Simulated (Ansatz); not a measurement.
# Sb: the cost of one run

Computed with Ansatz 0.2.0 (DFT PBEsol, scalar-relativistic, plane waves, PAW, unless a step's input says otherwise).

## Step 1: The starting structure

The structure is hexagonal, space group P6_3/mmc (No. 194). Conventional cell: a = 3.369 Å, b = 3.369 Å, c = 5.330 Å, α = 90.00°, β = 90.00°, γ = 120.00°. Sb (site symmetry -6m2) has 12 Sb at 3.30 to 3.37 Å as nearest neighbours.

Coordinates:

```
CELL_PARAMETERS angstrom
3.36900 0.00000 0.00000
-1.68450 2.91764 0.00000
0.00000 0.00000 5.33000
ATOMIC_POSITIONS crystal
Sb 0.33333 0.66667 0.25000
Sb 0.66667 0.33333 0.75000
```

This is candidate A: structure reported for this formula (P6_3/mmc, No. 194).

(A quick probe on a coarse mesh, which set the mesh and smearing, is not shown.)

## Step 3: Relaxing cell and atoms (candidate A)

The input, input.yaml:

```yaml
crystal:
  lattice:
    - [3.3690001795, 0.0, 0.0]
    - [-1.6845000898, 2.9176397408, 0.0]
    - [0.0, 0.0, 5.33]
  atoms:
    - { symbol: Sb, position: [0.3333333333, 0.6666666667, 0.25] }
    - { symbol: Sb, position: [0.6666666667, 0.3333333333, 0.75] }
basis:
  ecutwfc: 420
kpoints:
  mp_grid: { grid: [18, 18, 10] }
hamiltonian:
  xc: pbesol
scf:
  occupations: { method: gaussian, width: 0.1 }
output:
  forces: true
  stress: true
  eigenvalues: true
relax:
  adjacent_minimum: "off"
  f_tol: 0.01
  max_steps: 80
  cell: { stress_tol: 0.05 }
```

Q: Estimate wall time and peak memory on 1 thread of an x86-64 CPU, shared host.

About 60 s, with a peak of 0.56 GiB.
